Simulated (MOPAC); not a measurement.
**C2H6FNSi (SMILES C/N=C(\F)[SiH3]) at 3 levels**

We compute a comparison of 3 runs (MNDO, PM6, PM7) of C2H6FNSi. 

Program for the calculation: MOPAC 23.2.5.

5 further runs of the same task are left out: 2 that didn't finish, 3 set aside as unsound or not needed.

### Step 1. The system as given

The species is C2H6FNSi (11 atoms), meant as a singlet with charge 0. SMILES: `C/N=C(\F)[SiH3]`. The shape is that of a GFN2-xTB optimisation.

Bond lengths: C1–N2 1.437 Å, N2–C3 1.240 Å, C3–F4 1.385 Å, C3–Si5 1.900 Å, C1–H6 1.092 Å, C1–H7 1.093 Å, C1–H8 1.089 Å, Si5–H9 1.460 Å, Si5–H10 1.461 Å, Si5–H11 1.463 Å. Some angles: C1–N2–C3 123.8°, N2–C3–F4 121.2°, N2–C3–Si5 123.3°, F4–C3–Si5 115.5°, N2–C1–H6 110.9°, N2–C1–H7 111.1°, N2–C1–H8 107.9°, C3–Si5–H9 107.5°, C3–Si5–H10 107.6°, C3–Si5–H11 106.4°.

### Step 2. Energy and forces at MNDO (run 1)

c2h6fnsi.mop reads:

```
MNDO 1SCF BONDS DISP GRADIENTS AUX(PRECISION=6) THREADS=1
C2H6FNSi

C -1.499280 1 0.322450 1 1.370480 1
N -0.629370 1 0.502850 1 0.240870 1
C 0.282850 1 -0.281770 1 -0.058570 1
F 0.531070 1 -1.415050 1 0.697320 1
Si 1.426820 1 -0.030000 1 -1.555050 1
H -2.066570 1 -0.606870 1 1.280790 1
H -0.930030 1 0.276760 1 2.301980 1
H -2.185890 1 1.166930 1 1.402260 1
H 2.124600 1 1.238810 1 -1.366800 1
H 0.590690 1 -0.013970 1 -2.752730 1
H 2.355100 1 -1.160140 1 -1.560540 1
```

Launch:

```sh
mopac c2h6fnsi.mop
```

c2h6fnsi.out:

```text
MOPAC v23.2.5
MNDO CALCULATION RESULTS
[...]
           Empirical Formula: C2 H6 N F Si  =    11 atoms
      MOLECULAR POINT GROUP   :   Cs
[...]
     SCF FIELD WAS ACHIEVED
[...]
                              SUM =        -35.86470 KCAL/MOL = FINAL HEAT OF FORMATION
          TOTAL ENERGY            =      -1114.88016 EV
          ELECTRONIC ENERGY       =      -3316.40355 EV
          CORE-CORE REPULSION     =       2201.52339 EV
          COSMO AREA              =        134.33 SQUARE ANGSTROMS
          COSMO VOLUME            =        123.94 CUBIC ANGSTROMS
          GRADIENT NORM           =        209.24793          =       63.09062 PER ATOM
          IONIZATION POTENTIAL    =         11.246982 EV
          HOMO LUMO ENERGIES (EV) =        -11.247  0.765
          NO. OF FILLED LEVELS    =         15
          MOLECULAR WEIGHT        =         91.1600         POINT GROUP:  Cs
[...]
              NET ATOMIC CHARGES AND DIPOLE CONTRIBUTIONS
  ATOM NO.   TYPE          CHARGE      No. of ELECS.   s-Pop       p-Pop
    1          C           0.136343        3.8637     1.20925     2.65441
    2          N          -0.301485        5.3015     1.69308     3.60841
    3          C          -0.093983        4.0940     1.35074     2.74325
    4          F          -0.255044        7.2550     1.90030     5.35475
    5         Si           1.538411        2.4616     1.04470     1.41689
    6          H          -0.000305        1.0003     1.00030
    7          H          -0.000796        1.0008     1.00080
    8          H           0.012659        0.9873     0.98734
    9          H          -0.344331        1.3443     1.34433
   10          H          -0.344155        1.3442     1.34416
   11          H          -0.347315        1.3473     1.34731
 DIPOLE           X         Y         Z       TOTAL
 POINT-CHG.     1.149     1.102    -2.281     2.782
 HYBRID        -0.519    -0.775     1.279     1.583
 SUM            0.630     0.328    -1.002     1.228
[...]
 * JOB ENDED NORMALLY *
[...]
```

Wall time 0.1 s (1 thread of Intel Xeon Platinum 8488C (Sapphire Rapids), shared host).

### Step 3. Energy and gradient at PM6 (run 2)

calc.mop reads:

```
PM6 1SCF BONDS GRADIENTS DISP AUX(PRECISION=6) THREADS=1
C2H6FNSi, PM6

C     -1.499280 1     0.322450 1     1.370480 1
N     -0.629370 1     0.502850 1     0.240870 1
C      0.282850 1    -0.281770 1    -0.058570 1
F      0.531070 1    -1.415050 1     0.697320 1
Si     1.426820 1    -0.030000 1    -1.555050 1
H     -2.066570 1    -0.606870 1     1.280790 1
H     -0.930030 1     0.276760 1     2.301980 1
H     -2.185890 1     1.166930 1     1.402260 1
H      2.124600 1     1.238810 1    -1.366800 1
H      0.590690 1    -0.013970 1    -2.752730 1
H      2.355100 1    -1.160140 1    -1.560540 1
```

Launch:

```sh
mopac calc.mop
```

calc.out:

```text
MOPAC v23.2.5
PM6 CALCULATION RESULTS
[...]
           Empirical Formula: C2 H6 N F Si  =    11 atoms
      MOLECULAR POINT GROUP   :   Cs
[...]
     SCF FIELD WAS ACHIEVED
[...]
                              SUM =        -30.48646 KCAL/MOL = FINAL HEAT OF FORMATION
          TOTAL ENERGY            =      -1049.54087 EV
          ELECTRONIC ENERGY       =      -3183.74678 EV
          CORE-CORE REPULSION     =       2134.20591 EV
          COSMO AREA              =        134.33 SQUARE ANGSTROMS
          COSMO VOLUME            =        123.94 CUBIC ANGSTROMS
          GRADIENT NORM           =         92.65100          =       27.93533 PER ATOM
          IONIZATION POTENTIAL    =         10.222117 EV
          HOMO LUMO ENERGIES (EV) =        -10.222 -0.055
          NO. OF FILLED LEVELS    =         15
          MOLECULAR WEIGHT        =         91.1600         POINT GROUP:  Cs
[...]
              NET ATOMIC CHARGES AND DIPOLE CONTRIBUTIONS
  ATOM NO.   TYPE          CHARGE      No. of ELECS.   s-Pop       p-Pop       d-Pop
    1          C          -0.340349        4.3403     1.07825     3.26209
    2          N          -0.268472        5.2685     1.66120     3.60728
    3          C           0.042800        3.9572     1.21914     2.73806
    4          F          -0.253614        7.2536     1.97345     5.28016
    5         Si           0.359799        3.6402     1.20155     1.89801     0.54065
    6          H           0.159146        0.8409     0.84085
    7          H           0.158572        0.8414     0.84143
    8          H           0.167103        0.8329     0.83290
    9          H          -0.008799        1.0088     1.00880
   10          H          -0.008764        1.0088     1.00876
   11          H          -0.007421        1.0074     1.00742
 DIPOLE           X         Y         Z       TOTAL
 POINT-CHG.     0.898     1.112    -2.013     2.469
 HYBRID        -0.705    -0.895     1.593     1.959
 SUM            0.193     0.216    -0.420     0.510
[...]
 * JOB ENDED NORMALLY *
[...]
```

Run time: 0.1 s. Hardware: 1 thread of Intel Xeon Platinum 8488C (Sapphire Rapids), shared host.

### Step 4. Energy and forces at PM7 (run 3)

job.mop reads:

```
PM7 1SCF DISP GRADIENTS BONDS AUX(PRECISION=9) THREADS=1
C2H6FNSi, PM7

C -1.499280 1 0.322450 1 1.370480 1
N -0.629370 1 0.502850 1 0.240870 1
C 0.282850 1 -0.281770 1 -0.058570 1
F 0.531070 1 -1.415050 1 0.697320 1
Si 1.426820 1 -0.030000 1 -1.555050 1
H -2.066570 1 -0.606870 1 1.280790 1
H -0.930030 1 0.276760 1 2.301980 1
H -2.185890 1 1.166930 1 1.402260 1
H 2.124600 1 1.238810 1 -1.366800 1
H 0.590690 1 -0.013970 1 -2.752730 1
H 2.355100 1 -1.160140 1 -1.560540 1
```

Launch:

```sh
mopac job.mop
```

job.out:

```text
MOPAC v23.2.5
PM7 CALCULATION RESULTS
[...]
           Empirical Formula: C2 H6 N F Si  =    11 atoms
      MOLECULAR POINT GROUP   :   Cs
[...]
     SCF FIELD WAS ACHIEVED
[...]
                              SUM =        -40.12393 KCAL/MOL = FINAL HEAT OF FORMATION
          TOTAL ENERGY            =      -1079.68676 EV
          ELECTRONIC ENERGY       =      -3256.65081 EV
          CORE-CORE REPULSION     =       2176.96404 EV
          COSMO AREA              =        134.33 SQUARE ANGSTROMS
          COSMO VOLUME            =        123.94 CUBIC ANGSTROMS
          GRADIENT NORM           =        107.42108          =       32.38867 PER ATOM
          IONIZATION POTENTIAL    =         10.597111 EV
          HOMO LUMO ENERGIES (EV) =        -10.597  0.520
          NO. OF FILLED LEVELS    =         15
          MOLECULAR WEIGHT        =         91.1600         POINT GROUP:  Cs
[...]
              NET ATOMIC CHARGES AND DIPOLE CONTRIBUTIONS
  ATOM NO.   TYPE          CHARGE      No. of ELECS.   s-Pop       p-Pop       d-Pop
    1          C          -0.269576        4.2696     1.05191     3.21767
    2          N          -0.383084        5.3831     1.70684     3.67624
    3          C           0.183621        3.8164     1.19952     2.61685
    4          F          -0.270557        7.2706     1.97207     5.29849
    5         Si           0.118998        3.8810     0.92650     2.83117     0.12333
    6          H           0.153372        0.8466     0.84663
    7          H           0.152809        0.8472     0.84719
    8          H           0.163034        0.8370     0.83697
    9          H           0.049467        0.9505     0.95053
   10          H           0.049533        0.9505     0.95047
   11          H           0.052384        0.9476     0.94762
 DIPOLE           X         Y         Z       TOTAL
 POINT-CHG.     0.795     0.899    -1.706     2.086
 HYBRID        -0.564    -0.761     1.315     1.620
 SUM            0.232     0.139    -0.391     0.475
[...]
 * JOB ENDED NORMALLY *
[...]
```

It took 0.1 s on 1 thread of Intel Xeon Platinum 8488C (Sapphire Rapids), shared host.

### Step 5. Overview of the runs

| run | level | heat of formation (kcal/mol) | dipole moment (D) | HOMO energy (eV) | LUMO energy (eV) | wall time |
| --- | --- | --- | --- | --- | --- | --- |
| 1 | MNDO | -35.86 | 1.23 | -11.25 | 0.77 | 0.1 s |
| 2 | PM6 | -30.49 | 0.51 | -10.22 | -0.06 | 0.1 s |
| 3 | PM7 | -40.12 | 0.47 | -10.60 | 0.52 | 0.1 s |

### Step 6. Results

| quantity | value |
| --- | --- |
| run 3: total energy | -39.67776 Eh |
| run 3: dipole moment | 0.47 D |
| run 3: HOMO energy | -10.60 eV |
| run 3: LUMO energy | 0.52 eV |
| run 3: HOMO–LUMO gap | 11.12 eV |
| run 3: dispersion energy | -1.53 kJ/mol |
| run 3: heat of formation at this unrelaxed shape | -40.1 kcal/mol |
| run 3: largest force on an atom | 3.569 eV/Å |

In words: The dipole moment (its size) runs from 0.47 D (PM7) to 1.23 D (MNDO). The HOMO–LUMO gap runs from 10.17 eV (PM6) to 12.01 eV (MNDO). Force-field and semi-empirical energies have zeros of their own, so their totals don't compare. All runs together took 0.3 s, the longest 0.1 s.
